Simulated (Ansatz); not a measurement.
**H₄OSeSi: single points off equilibrium**

The task here is to estimate one member of a computed series from the others.

The runs use Ansatz 0.2.0, Gaussian basis; single points in def2-TZVPP.

Correlated methods freeze the cores. Filled d shells of the heavier atoms are correlated.

### The starting structure

SMILES `O[Se][SiH3]`, 7 atoms, charge 0, spin multiplicity 1.

Atoms are counted from 1 here; the program's logs count them from 0.

Bond lengths: O1–Se2 1.773 Å, O1–H4 1.081 Å, Se2–Si3 2.324 Å, Si3–H5 1.507 Å, Si3–H6 1.556 Å, Si3–H7 1.408 Å. Angles: Se2–O1–H4 110.0°, O1–Se2–Si3 90.2°, Se2–Si3–H5 106.3°, Se2–Si3–H6 110.9°, Se2–Si3–H7 102.6°, H5–Si3–H6 112.6°, H5–Si3–H7 113.2°, H6–Si3–H7 110.7°.

As a file:

```xyz
7
charge 0, multiplicity 1
O    -1.5875   -0.8728   -0.2436
Se   -0.1659   -1.2458    0.7481
Si    0.8923    0.6710   -0.0300
H    -2.3525   -1.6215   -0.0892
H     0.9308    0.5538   -1.5318
H     0.1485    1.9504    0.4507
H     2.1641    0.5823    0.5669
```

The first run:

run/in.yaml

```yaml
crystal:
  periodic: [false, false, false]
  atoms:
    - {symbol: O, position_ang: [-1.587500, -0.872800, -0.243600]}
    - {symbol: Se, position_ang: [-0.165900, -1.245800, 0.748100]}
    - {symbol: Si, position_ang: [0.892300, 0.671000, -0.030000]}
    - {symbol: H, position_ang: [-2.352500, -1.621500, -0.089200]}
    - {symbol: H, position_ang: [0.930800, 0.553800, -1.531800]}
    - {symbol: H, position_ang: [0.148500, 1.950400, 0.450700]}
    - {symbol: H, position_ang: [2.164100, 0.582300, 0.566900]}
basis:
  gaussian: {orbitals: def2-TZVPP}
correlation: {method: ccsd_t}
output: {forces: true}
```

No record of the launch command was kept for these runs.

Steps of the session up to this table: CCSD(T)/def2-TZVPP; PBE0-D4/def2-TZVPP; wB97M-V/def2-TZVPP; r2SCAN-D4/def2-TZVPP; PBE-D4/def2-TZVPP; LC-wPBE/def2-TZVPP; CAM-B3LYP-D4/def2-TZVPP.

One table of the session follows, with a row left open; its other results are not shown here.

| method | RMS force component (eV/Å) | angle to CCSD(T) forces (°) | dipole (D) |
| --- | --- | --- | --- |
| CCSD(T) | 1.610 | reference | 0.28 |
| PBE0-D4 | 1.610 | 3.9 | 0.34 |
| wB97M-V | ? | ? | ? |
| r2SCAN-D4 | 1.587 | 1.4 | 0.36 |
| PBE-D4 | 1.547 | 7.0 | 0.44 |
| LC-wPBE | 1.625 | 7.5 | 0.25 |
| CAM-B3LYP-D4 | 1.611 | 3.6 | 0.29 |

Q: Estimate the row for wB97M-V from the others.

**Answer.** RMS force component (eV/Å): 1.610; angle to CCSD(T) forces (°): 2.9; dipole (D): 0.30.
